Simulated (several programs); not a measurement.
What each method gives for AlBAs2 (ordering on zincblende)

AlBAs2 as one 4-atom ordering (P-4m2) on the zincblende lattice, relaxed with r2SCAN in Ansatz, was computed with several methods. The symmetry is P-4m2 (No. 115, tetragonal); a = 3.661 Å, c = 5.413 Å in the conventional setting, 18.14 Å³ an atom. B is surrounded by 4 As at 2.16 Å; As is surrounded by 2 B at 2.16 Å and 2 Al at 2.40 Å; Al is surrounded by 4 As at 2.40 Å. Spin-unpolarised throughout. Whether this structure exists isn't addressed.

```
B As Al
1.0
     3.66088    0.00000    0.00000
     0.00000    3.66088    0.00000
     0.00000    0.00000    5.41298
B As Al
1 2 1
Direct
  0.00000 0.00000 0.00000
  0.00000 0.50000 0.21287
  0.50000 0.00000 0.78713
  0.50000 0.50000 0.50000
```

Gaps and times are for a single point on this cell; volume and bulk modulus come from each method's own relaxation or energy curve at fixed shape, which is too stiff where a cell has free coordinates or axes. Times are rough, from shared hosts (Arm Neoverse V2; Intel Xeon 6975P-C), and each method has its own mesh and cell size. A dagger marks a closed or tiny gap in a crystal that DFT finds insulating: a failure of the method or a wrong SCF state. A double dagger marks a value from a curve with shape and coordinates held. PM6 (MOPAC), PM7 (MOPAC), GFN1-xTB (tblite), GFN2-xTB (tblite) treat a cluster of cells at its zone centre, which samples few k points: where these miss a band edge, the gap comes out too large for that reason alone. Gaps from k meshes are read at a limited set of points (mesh, symmetry points, PBE's band edges), so each method's own least gap may be somewhat smaller. xTB and the PM methods were fitted mostly to molecules, and can miss a solid's gap by electronvolts. Minimal bases can be far off for gaps. Times of the plane-wave ladder aren't listed, since it ran on unlike processors and cards. GLLB-SC's gap includes the derivative discontinuity. G0W0 is at finite bands, cutoff and mesh. d marks a direct gap, i an indirect one (no mark: not told apart), a dash a value that wasn't computed or didn't pass its checks.

```csv
method,kind,gap (eV),own volume (Å³/atom),bulk modulus (GPa),atoms computed,processor time
light PBE (260 eV and a coarse mesh),light plane-wave,0.69 i,–,–,4,1.1 s
PBE,semilocal,0.69 i,18.49,90‡,4,–
PBE/SZV (CP2K),small basis,1.98 i,19.31‡,87‡,4,7 s
GLLB-SC (GPAW),model potential,1.15,–,–,4,8 s
GFN1-xTB (tblite),tight binding,0.00†,–,–,cluster,8.1 s
GFN2-xTB (tblite),tight binding,0.79,19.37‡,73‡,cluster,10 s
PBE/single zeta (GPAW),small basis,1.05 i,–,–,4,10 s
r2SCAN,semilocal,0.95 i,18.14,99‡,4,–
PBE/DZVP (CP2K),small basis,0.70 i,18.65‡,88‡,4,16 s
PM6 (MOPAC),semi-empirical,1.85,–,–,cluster,17 s
PM7 (MOPAC),semi-empirical,5.18,–,–,cluster,29 s
PBE+SOC,semilocal,0.60 i,–,–,4,–
G0W0@PBE (140 eV screening cutoff),many-body,1.34,–,–,4,–
G0W0@r2SCAN (140 eV screening cutoff),many-body,1.48,–,–,4,–
G0W0@HSE06 (140 eV screening cutoff),many-body,1.62,–,–,4,–
HSE06,hybrid,1.40 d,–,–,4,–
PBE0,hybrid,2.05 i,–,–,4,–
```

Against HSE06 (1.40 eV) and with closed or daggered gaps left aside, the nearest gap at the points sampled is that of G0W0@PBE (140 eV screening cutoff) (-0.06 eV) and the farthest that of PM7 (MOPAC) (+3.78 eV). HSE06 is only a yardstick of convenience, and nearness to it can be luck.

Volumes against r2SCAN's: PBE +1.9 %.

Only the rows marked +SOC include spin-orbit coupling.
